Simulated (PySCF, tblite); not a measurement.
**C5H14As2: infrared bands, NMR shifts and electronic excitations in gas and solvents**

Aim: compute the infrared bands, NMR shifts and electronic excitations of C5H14As2 (`CC(C)[C@@H]([AsH2])C[AsH2]`), and see what a dielectric continuum does where one was used.

Computed with tblite 0.8.0 and PySCF 2.14.0, with density-fitted response routines of our own, on a single molecule, in the gas phase or a continuum. Atoms count from 0, in the outputs and in this text.

### 1 The starting structure

21 atoms, charge 0, multiplicity 1; geometry from: force field or distance geometry start.

Bonds of the start (Å): C0–C1 1.54, C1–C2 1.52, C1–C3 1.56, C3–As4 2.00, C3–C5 1.54, C5–As6 1.98, C0–H7 1.10, C0–H8 1.11, C0–H9 1.12, C1–H10 1.11, C2–H11 1.12, C2–H12 1.11, C2–H13 1.11, C3–H14 1.11, As4–H15 1.56, As4–H16 1.57, C5–H17 1.11, C5–H18 1.12, As6–H19 1.56, As6–H20 1.56.

### 2 Relaxing the molecule with GFN2-xTB

Job settings and geometry (Å):

```
{"job": {"kind": "relax", "xc": "GFN2-xTB", "basis": "xTB"}, "charge": 0, "multiplicity": 1}
C     -1.395900    -1.439400    -0.009300
C     -0.795700    -0.176100    -0.660400
C     -1.878500     0.853700    -0.927200
C      0.375400     0.444600     0.168600
As    -0.202700     0.999900     2.002000
C      1.590800    -0.491800     0.306900
As     2.436600    -0.870700    -1.443200
H     -0.650600    -2.247700     0.062800
H     -1.796300    -1.222300     1.005900
H     -2.245400    -1.813600    -0.631000
H     -0.395000    -0.483100    -1.644800
H     -2.435300     1.122700     0.000900
H     -2.627400     0.448700    -1.646300
H     -1.444200     1.776100    -1.375200
H      0.720500     1.365300    -0.340900
H      1.145200     1.739800     2.292900
H     -0.857300     2.322100     1.470000
H      1.323500    -1.448600     0.808700
H      2.363900     0.007600     0.945500
H      3.038100     0.569800    -1.534100
H      3.721200    -1.439800    -0.758900
```

Run with:

```
$ OMP_NUM_THREADS=1 python probes_run.py task.json out
```

The driver reads the jobs from task.json and runs them one after another.

The log of the run:

```text
step      E/eV     max force
  0    -613.76601    0.886
  1    -613.86394    0.578
  2    -613.92296    0.527
  3    -613.93694    0.316
  4    -613.95359    0.333
  5    -613.96317    0.285
  6    -613.97429    0.240
  7    -613.97766    0.113
  8    -613.97936    0.088
  9    -613.98067    0.113
 10    -613.98215    0.126
 11    -613.98341    0.080
 12    -613.98460    0.090
 13    -613.98578    0.095
 14    -613.98689    0.087
 15    -613.98768    0.061
 16    -613.98818    0.046
 17    -613.98853    0.044
 18    -613.98885    0.039
 19    -613.98918    0.049
 20    -613.98961    0.057
 21    -613.99028    0.067
 22    -613.99124    0.086
 23    -613.99228    0.081
 24    -613.99317    0.079
 25    -613.99405    0.091
 26    -613.99516    0.092
 27    -613.99654    0.082
 28    -613.99798    0.082
 29    -613.99926    0.078
 30    -614.00050    0.076
 31    -614.00197    0.101
 32    -614.00372    0.103
 33    -614.00547    0.083
 34    -614.00706    0.094
 35    -614.00864    0.078
 36    -614.01041    0.093
 37    -614.01247    0.110
 38    -614.01455    0.125
 39    -614.01634    0.116
 40    -614.01742    0.138
 41    -614.01919    0.090
 42    -614.02064    0.061
 43    -614.02218    0.068
 44    -614.02297    0.065
 45    -614.02403    0.075
 46    -614.02506    0.079
 47    -614.02603    0.062
 48    -614.02657    0.034
 49    -614.02684    0.034
 50    -614.02703    0.033
 51    -614.02726    0.029
 52    -614.02750    0.043
 53    -614.02773    0.056
 54    -614.02794    0.045
 55    -614.02815    0.033
 56    -614.02837    0.033
 57    -614.02860    0.042
 58    -614.02885    0.050
 59    -614.02911    0.042
 60    -614.02938    0.038
 61    -614.02968    0.046
 62    -614.03000    0.056
 63    -614.03032    0.048
 64    -614.03059    0.037
 65    -614.03078    0.032
 66    -614.03093    0.030
 67    -614.03107    0.034
 68    -614.03119    0.026
 69    -614.03131    0.028
 70    -614.03141    0.020
 71    -614.03147    0.018
 72    -614.03152    0.014
 73    -614.03156    0.015
 74    -614.03160    0.018
 75    -614.03166    0.017
 76    -614.03172    0.016
 77    -614.03177    0.013
 78    -614.03181    0.013
 79    -614.03186    0.017
 80    -614.03192    0.018
 81    -614.03201    0.024
 82    -614.03211    0.021
 83    -614.03220    0.019
 84    -614.03227    0.018
 85    -614.03232    0.016
 86    -614.03236    0.014
 87    -614.03240    0.014
 88    -614.03243    0.014
 89    -614.03246    0.014
 90    -614.03250    0.015
 91    -614.03254    0.015
 92    -614.03260    0.016
 93    -614.03265    0.013
 94    -614.03268    0.011
 95    -614.03270    0.010
```

It took 2.5 s on 1 thread of AMD EPYC, shared host; peak memory 0.18 GiB.

Relaxation path: (not every step is listed)

| step | energy from step 0 (eV) | largest force (eV/Å) |
| --- | --- | --- |
| 0 | 0.0000 | 0.8857 |
| 1 | -0.0979 | 0.5776 |
| 2 | -0.1569 | 0.5267 |
| 3 | -0.1709 | 0.3161 |
| 4 | -0.1876 | 0.3334 |
| 5 | -0.1972 | 0.2846 |
| 6 | -0.2083 | 0.2404 |
| 7 | -0.2116 | 0.1131 |
| 8 | -0.2133 | 0.0877 |
| 16 | -0.2222 | 0.0458 |
| 24 | -0.2272 | 0.0795 |
| 32 | -0.2377 | 0.1032 |
| 40 | -0.2514 | 0.1376 |
| 48 | -0.2606 | 0.0340 |
| 56 | -0.2624 | 0.0333 |
| 64 | -0.2646 | 0.0367 |
| 72 | -0.2655 | 0.0136 |
| 80 | -0.2659 | 0.0181 |
| 88 | -0.2664 | 0.0140 |
| 90 | -0.2665 | 0.0150 |
| 91 | -0.2665 | 0.0150 |
| 92 | -0.2666 | 0.0157 |
| 93 | -0.2666 | 0.0127 |
| 94 | -0.2667 | 0.0111 |
| 95 | -0.2667 | 0.0102 |

Close pairs (by a distance rule), those that changed most:

| bond | before (Å) | after (Å) | change (Å) |
| --- | --- | --- | --- |
| As4–H16 | 1.568 | 1.504 | -0.064 |
| As4–H15 | 1.565 | 1.503 | -0.062 |
| As6–H20 | 1.563 | 1.502 | -0.061 |
| As6–H19 | 1.564 | 1.505 | -0.059 |
| C1–C3 | 1.563 | 1.532 | -0.032 |
| C0–H9 | 1.117 | 1.088 | -0.029 |
| C2–H12 | 1.114 | 1.088 | -0.026 |
| C5–H18 | 1.120 | 1.095 | -0.025 |

The next job starts from the end point, and lists it.

### 3 Vibrational analysis with GFN2-xTB

Job settings and geometry (Å):

```
{"job": {"kind": "ir", "xc": "GFN2-xTB", "basis": "xTB"}, "charge": 0, "multiplicity": 1}
C     -1.219301    -1.438575    -0.151040
C     -0.716648    -0.107411    -0.696975
C     -1.885121     0.855667    -0.883734
C      0.364858     0.517093     0.190041
As    -0.365185     1.069599     1.981034
C      1.558385    -0.405540     0.408756
As     2.226203    -1.230137    -1.278478
H     -0.433833    -2.195052    -0.177569
H     -1.557679    -1.317368     0.881089
H     -2.054460    -1.799407    -0.747344
H     -0.263165    -0.292603    -1.688564
H     -2.424018     0.973956     0.059951
H     -2.580717     0.477735    -1.630034
H     -1.531809     1.834479    -1.206619
H      0.723896     1.422619    -0.319498
H      0.955261     1.624848     2.436261
H     -0.760605     2.455859     1.550433
H      1.296096    -1.220342     1.095485
H      2.371733     0.158795     0.877369
H      2.674555     0.080823    -1.864915
H      3.612633    -1.448094    -0.742836
```

The log of the run:

```text
mode    cm-1     km/mol
  1      83.2      0.80
  2      96.0      0.24
  3     122.3      0.15
  4     136.1      0.71
  5     154.8      0.01
  6     172.6      0.35
  7     188.1      1.00
  8     228.2      0.29
  9     262.2      0.34
 10     291.7      0.52
 11     375.9      0.02
 12     452.0      7.52
 13     478.1     18.23
 14     577.7     57.78
 15     599.4      4.21
 16     672.4      7.76
 17     732.9     18.45
 18     735.6     79.36
 19     762.8     34.00
 20     837.3     27.35
 21     889.4     49.80
 22     945.0      1.79
 23     970.2      4.99
 24     985.4      2.35
 25    1009.3    117.30
 26    1027.4    153.56
 27    1075.1      6.07
 28    1079.0      9.70
 29    1097.2      3.83
 30    1145.1     12.21
 31    1181.2      3.59
 32    1197.6      2.96
 33    1223.2      3.59
 34    1291.2      1.99
 35    1312.5      9.53
 36    1331.2      2.77
 37    1397.5      9.06
 38    1411.2      7.53
 39    1454.4      1.12
 40    1473.9      0.40
 41    1485.8      4.66
 42    1490.4      1.44
 43    1500.5      3.32
 44    1904.6    224.47
 45    1912.3   1234.71
 46    1922.4    318.67
 47    1927.7   1083.33
 48    2794.5    134.30
 49    2857.9     51.67
 50    2883.4     65.89
 51    2914.0     36.17
 52    2959.5      9.05
 53    2965.8     89.27
 54    2987.4     42.91
 55    3008.5     32.99
 56    3028.4     12.24
 57    3033.7     47.24
```

It took 3.8 s on 1 thread of AMD EPYC, shared host; peak memory 0.18 GiB.

The strongest bands and the atoms that carry them (share of the mass-weighted mode):

| cm⁻¹ | km/mol | atoms |
| --- | --- | --- |
| 1009 | 117.3 | H19 49 %, H20 48 % |
| 1027 | 153.6 | H16 49 %, H15 48 % |
| 1905 | 224.5 | H16 66 %, H19 19 % |
| 1912 | 1234.7 | H19 73 %, H16 17 % |
| 1922 | 318.7 | H15 55 %, H20 30 %, H16 14 % |
| 1928 | 1083.3 | H20 63 %, H15 29 % |
| 2794 | 134.3 | H10 93 % |
| 2966 | 89.3 | H8 73 %, H11 20 % |

### 4 Optimising the geometry at PBE0-D3(BJ)/def2-SVP

Job settings and geometry (Å):

```
{"job": {"xc": "PBE0", "basis": "def2-SVP", "d3": "d3bj", "grid": 1, "shake": 0.01, "kind": "geom"}, "charge": 0, "multiplicity": 1}
C     -1.198890    -1.464130    -0.146860
C     -0.722330    -0.111940    -0.699130
C     -1.905320     0.853350    -0.892390
C      0.398090     0.519350     0.186510
As    -0.368000     1.062920     1.970480
C      1.554480    -0.400720     0.406370
As     2.235780    -1.232140    -1.278240
H     -0.418370    -2.189600    -0.182620
H     -1.559510    -1.311960     0.900440
H     -2.057160    -1.801840    -0.737320
H     -0.272030    -0.295520    -1.679740
H     -2.418210     0.974870     0.066650
H     -2.609000     0.487950    -1.639630
H     -1.548500     1.837240    -1.199610
H      0.719450     1.411850    -0.319240
H      0.954730     1.638900     2.443740
H     -0.758670     2.466980     1.548380
H      1.286840    -1.214500     1.101310
H      2.369580     0.150970     0.879660
H      2.649620     0.087720    -1.860000
H      3.596240    -1.447480    -0.752480
```

The log of the run:

```text
step   0  E = -4669.22510914  max force = 0.032165
step   1  E = -4669.23058772  max force = 0.009227
step   2  E = -4669.23102158  max force = 0.000783
step   3  E = -4669.23103718  max force = 0.000256
step   4  E = -4669.23104345  max force = 0.000502
step   5  E = -4669.23104396  max force = 0.000518
step   6  E = -4669.23104493  max force = 0.000301
optimisation converged
```

Run time: 7.6 min. Hardware: 1 thread of AMD EPYC, shared host; peak memory 1.1 GiB.

Step by step:

| step | energy from step 0 (eV) | largest force component (eV/Å) |
| --- | --- | --- |
| 0 | 0.0000 | 1.6540 |
| 1 | -0.1491 | 0.4745 |
| 2 | -0.1609 | 0.0403 |
| 3 | -0.1613 | 0.0132 |
| 4 | -0.1615 | 0.0258 |
| 5 | -0.1615 | 0.0266 |
| 6 | -0.1615 | 0.0155 |

Close pairs (by a distance rule), those that changed most:

| bond | before (Å) | after (Å) | change (Å) |
| --- | --- | --- | --- |
| As6–H20 | 1.474 | 1.527 | +0.052 |
| C0–H7 | 1.066 | 1.100 | +0.034 |
| C3–C5 | 1.494 | 1.523 | +0.029 |
| As6–H19 | 1.501 | 1.528 | +0.027 |
| C3–H14 | 1.075 | 1.102 | +0.027 |
| C1–C3 | 1.561 | 1.538 | -0.023 |
| C0–H8 | 1.118 | 1.102 | -0.016 |
| C1–C2 | 1.539 | 1.525 | -0.014 |

The end geometry stands in the next job.

| at the end point | value |
| --- | --- |
| point group (found at 0.08 Å tolerance) | C1 |
| rotational constants (GHz, main isotopes) | 1.743, 0.521, 0.442 |
| dipole moment (D) | 0.63 |

### 5 NMR shieldings: PBE0/pcSseg-1

Job settings and geometry (Å):

```
{"job": {"kind": "nmr", "xc": "PBE0", "basis": "pcSseg-1"}, "charge": 0, "multiplicity": 1}
C     -1.606535    -1.449071    -0.122296
C     -1.079563    -0.098839    -0.595343
C     -2.214596     0.900067    -0.792590
C      0.036364     0.469935     0.297397
As    -0.655105     0.938360     2.127173
C      1.238024    -0.449168     0.471979
As     1.992221    -1.104173    -1.254995
H     -0.821368    -2.219612    -0.117015
H     -2.024652    -1.382153     0.895471
H     -2.407732    -1.804396    -0.787907
H     -0.618800    -0.261131    -1.589957
H     -2.789215     1.049364     0.136794
H     -2.921646     0.542035    -1.556430
H     -1.837255     1.883025    -1.115477
H      0.380051     1.414850    -0.153114
H      0.680274     1.508391     2.595918
H     -1.172878     2.326810     1.761775
H      0.974519    -1.351544     1.048374
H      2.035127     0.064246     1.026916
H      2.439418     0.278515    -1.727231
H      3.369627    -1.414717    -0.674837
```

Level: GIAO PBE0/pcSseg-1 NMR shielding, non-relativistic, gas phase.

The log of the run:

```text
coarse grid: 75176 points
cycle   1  E = -4669.3363734531  dE = -1.326e+00  |g| = 1.009e+00  |ddm| = 4.116e+00
cycle   2  E = -4669.3175347303  dE =  1.884e-02  |g| = 8.099e-01  |ddm| = 9.218e-01
cycle   3  E = -4669.3919595337  dE = -7.442e-02  |g| = 2.041e-01  |ddm| = 7.571e-01
cycle   4  E = -4669.4014063250  dE = -9.447e-03  |g| = 6.878e-02  |ddm| = 2.800e-01
cycle   5  E = -4669.4025444817  dE = -1.138e-03  |g| = 9.890e-03  |ddm| = 7.354e-02
cycle   6  E = -4669.4025693646  dE = -2.488e-05  |g| = 2.185e-03  |ddm| = 1.218e-02
cycle   7  E = -4669.4025702918  dE = -9.272e-07  |g| = 7.385e-04  |ddm| = 2.380e-03
final grid: 157400 points
cycle   8  E = -4669.4025992796  dE = -1.159e-07  |g| = 9.303e-04  |ddm| = 3.647e-03
cycle   9  E = -4669.4025991794  dE =  1.002e-07  |g| = 1.202e-03  |ddm| = 1.934e-03
cycle  10  E = -4669.4025994447  dE = -2.653e-07  |g| = 8.114e-05  |ddm| = 1.040e-03
cycle  11  E = -4669.4025994463  dE = -1.593e-09  |g| = 2.159e-05  |ddm| = 1.085e-04
cycle  12  E = -4669.4025994464  dE = -1.091e-10  |g| = 5.361e-06  |ddm| = 3.117e-05
converged SCF energy = -4669.4025994464

GIAO shielding tensors (ppm)
atom      isotropic    diamagn.    paramagn.     s11        s22        s33       span
  0 C      169.484     246.976     -77.492    160.821    162.038    185.593     24.773
  1 C      153.986     245.651     -91.664    149.419    152.935    159.606     10.187
  2 C      158.683     246.588     -87.905    140.659    152.664    182.726     42.067
  3 C      144.784     247.268    -102.484    123.476    144.885    165.991     42.515
  4 As    1668.094    2875.576   -1207.482   1472.727   1643.053   1888.503    415.777
  5 C      161.648     247.912     -86.264    136.314    162.913    185.717     49.402
  6 As    1674.163    2874.693   -1200.529   1498.005   1667.780   1856.704    358.699
  7 H       30.115      30.289      -0.174     24.414     30.395     35.535     11.121
  8 H       30.234      30.018       0.216     24.913     30.745     35.044     10.132
  9 H       30.616      29.168       1.447     26.079     27.648     38.120     12.041
 10 H       29.331      32.331      -3.001     23.314     30.194     34.485     11.171
 11 H       30.480      30.334       0.147     25.682     30.844     34.914      9.232
 12 H       30.174      28.778       1.396     25.441     27.263     37.819     12.379
 13 H       30.378      30.253       0.126     26.073     27.774     37.288     11.215
 14 H       28.800      34.165      -5.366     24.378     29.194     32.826      8.448
 15 H       28.855      30.021      -1.167     21.261     25.690     39.612     18.351
 16 H       27.854      30.049      -2.194     20.061     24.677     38.824     18.763
 17 H       29.977      31.485      -1.508     25.304     30.752     33.876      8.573
 18 H       28.972      32.000      -3.029     20.030     31.874     35.010     14.980
 19 H       28.448      29.428      -0.980     21.013     25.438     38.893     17.880
 20 H       28.152      28.631      -0.479     20.998     23.633     39.825     18.827
```

Run time: 2.4 min. Hardware: 1 thread of AMD EPYC, shared host; peak memory 1.1 GiB.

Shifts follow as δ = σ(reference) − σ, with reference shieldings (ppm) from runs at the same level and on the same kind of geometry: ¹H TMS 31.27, ¹³C TMS 184.4, ⁷⁵As AsH3 1910. The references are single molecules in the gas phase. Shifts against hydride references such as AlH4− lie on their own scale. Atoms listed in one row are averaged.

| atoms | environment | σ (ppm) | δ (ppm) |
| --- | --- | --- | --- |
| C3 | sp3 CH bonded to As | 144.8 | 39.6 |
| C1 | sp3 CH | 154.0 | 30.4 |
| C2 | methyl carbon | 158.7 | 25.7 |
| C5 | sp3 CH2 bonded to As | 161.6 | 22.8 |
| C0 | methyl carbon | 169.5 | 14.9 |
| H19, H20 | hydrogen on an arsenic bonded to C | 28.30 | 2.97 |
| H15, H16 | hydrogen on an arsenic bonded to C | 28.35 | 2.91 |
| H14 | hydrogen on an sp3 CH bonded to As | 28.80 | 2.47 |
| H18 | hydrogen on an sp3 CH2 bonded to As | 28.97 | 2.30 |
| H10 | hydrogen on an sp3 CH | 29.33 | 1.94 |
| H17 | hydrogen on an sp3 CH2 bonded to As | 29.98 | 1.29 |
| H7, H8, H9 | hydrogen on a methyl carbon | 30.32 | 0.95 |
| H11, H12, H13 | hydrogen on a methyl carbon | 30.34 | 0.92 |
| As4 | arsenic bonded to C, 2 H | 1668 | 242 |
| As6 | arsenic bonded to C, 2 H | 1674 | 236 |

Charges from the same density, by scheme (e):

| atoms | Mulliken | IAO | Hirshfeld | ESP fit |
| --- | --- | --- | --- | --- |
| C0 | -0.22 | -0.41 | -0.12 | -0.75 |
| C1 | -0.35 | -0.09 | -0.03 | 0.55 |
| C2 | -0.21 | -0.41 | -0.12 | -0.58 |
| C3 | -0.38 | -0.25 | -0.07 | -0.23 |
| As4 | 0.01 | 0.18 | 0.13 | -0.24 |
| C5 | -0.31 | -0.42 | -0.12 | -0.22 |
| As6 | -0.02 | 0.19 | 0.13 | -0.21 |

Mayer bond orders: C0–C1 1.02, C1–C2 1.04, C1–C3 0.98, C3–As4 0.96, C3–C5 0.99, C5–As6 0.99.

### 6 TDDFT and polarisability: CAM-B3LYP/def2-SVPD

Settings changed since step 5:

```diff
@@ -1,2 +1,2 @@
-{"job": {"kind": "nmr", "xc": "PBE0", "basis": "pcSseg-1"}, "charge": 0, "multiplicity": 1}
+{"job": {"kind": "uv", "xc": "CAM-B3LYP", "basis": "def2-SVPD", "ip": true}, "charge": 0, "multiplicity": 1}
 C     -1.606535    -1.449071    -0.122296
```

Method: TDDFT CAM-B3LYP/def2-SVPD, vertical, gas phase, core orbitals frozen in the response.

The log of the run:

```text
coarse grid: 75176 points
cycle   1  E = -4670.0916380785  dE = -1.032e+00  |g| = 3.891e-01  |ddm| = 7.564e+00
cycle   2  E = -4670.1066757090  dE = -1.504e-02  |g| = 3.058e-01  |ddm| = 1.174e+00
cycle   3  E = -4670.1220949373  dE = -1.542e-02  |g| = 4.710e-02  |ddm| = 5.520e-01
cycle   4  E = -4670.1225761149  dE = -4.812e-04  |g| = 2.518e-02  |ddm| = 1.237e-01
cycle   5  E = -4670.1227496416  dE = -1.735e-04  |g| = 4.740e-03  |ddm| = 4.730e-02
cycle   6  E = -4670.1227561607  dE = -6.519e-06  |g| = 9.687e-04  |ddm| = 1.170e-02
final grid: 157400 points
cycle   7  E = -4670.1227566079  dE = -3.237e-07  |g| = 8.504e-04  |ddm| = 1.303e-02
cycle   8  E = -4670.1227566305  dE = -2.258e-08  |g| = 8.376e-04  |ddm| = 3.591e-03
cycle   9  E = -4670.1227567988  dE = -1.682e-07  |g| = 4.937e-05  |ddm| = 1.556e-03
cycle  10  E = -4670.1227567998  dE = -1.040e-09  |g| = 2.460e-05  |ddm| = 2.245e-04
cycle  11  E = -4670.1227568001  dE = -2.792e-10  |g| = 1.097e-05  |ddm| = 1.109e-04
converged SCF energy = -4670.1227568001

Static polarisability (au): isotropic 126.570, principal 108.163 122.458 149.090

Singlet excitations
state   eV       nm        f      main configurations
  1   6.0659    204.4   0.05508   H->L 0.85
  2   6.3773    194.4   0.03842   H->L+1 0.60, H-1->L 0.13
  3   6.4114    193.4   0.12842   H->L+2 0.31, H-1->L 0.30, H->L+1 0.11
  4   6.5882    188.2   0.04430   H->L+3 0.27, H->L+2 0.25, H->L+4 0.16
  5   6.6891    185.4   0.26547   H->L+4 0.31, H->L+3 0.19, H-1->L+3 0.14
  6   6.7945    182.5   0.03889   H-1->L+1 0.50, H->L+5 0.15, H->L+6 0.11
  7   7.3905    167.8   0.02694   H-1->L 0.33, H->L+2 0.19, H->L+3 0.12
  8   7.4162    167.2   0.04806   H-2->L 0.26, H-1->L+2 0.23, H-1->L+4 0.10
  9   7.5635    163.9   0.00853   H->L+5 0.35, H->L+6 0.28, H->L+8 0.09
 10   7.7939    159.1   0.00674   H->L+7 0.26, H->L+5 0.19, H->L+6 0.17

Triplet excitations (Tamm-Dancoff, eV): 5.2756 5.3416 5.4981 5.5767
Vertical ionisation energy (delta-SCF) = 8.7562 eV
```

It took 12 min on 1 thread of AMD EPYC, shared host; peak memory 1.5 GiB.

The orbitals next to the gap, with their largest atomic shares:

| orbital | eV | atoms |
| --- | --- | --- |
| HOMO−3 | -10.64 | C1 16 %, C3 15 %, C5 10 % |
| HOMO−2 | -9.86 | As4 23 %, As6 19 %, C3 13 % |
| HOMO−1 | -8.73 | As6 33 %, As4 28 %, C5 7 % |
| HOMO | -8.07 | As4 33 %, As6 27 %, C3 11 % |
| LUMO | 0.82 | As6 19 %, As4 12 %, C5 8 % |
| LUMO+1 | 1.28 | As4 25 %, As6 24 %, H16 12 % |
| LUMO+2 | 1.50 | As6 33 %, As4 17 %, H19 12 % |

With each of the 10 states as a Gaussian band of 0.4 eV half-width at 1/e, the curve within the window shown has maxima at 188 nm (ε 19,000) L/(mol cm). Beyond the last state computed it falls off for lack of states. The curve at chosen wavelengths:

(nm, ε (L/mol/cm)): (153, 375), (156, 905), (159, 1755), (162, 2756), (165, 3600), (168, 4212), (171, 5024), (173, 6029), (176, 8557), (179, 12071), (182, 15650), (185, 18186), (188, 18995), (191, 18063), (194, 15884), (197, 13112), (200, 10299), (203, 7777), (206, 5684), (208, 4536), (211, 3153), (214, 2123), (217, 1380), (220, 863), (223, 519), (226, 300)

Further results of this job:

| property | computed |
| --- | --- |
| dipole moment (D) | 0.50 |
| polarisability (Å³) | 18.76 |
| HOMO–LUMO gap (eV) | 8.89 |
| −ε(HOMO) (eV) | 8.07 |

(Part 1 of 2 ends here.)
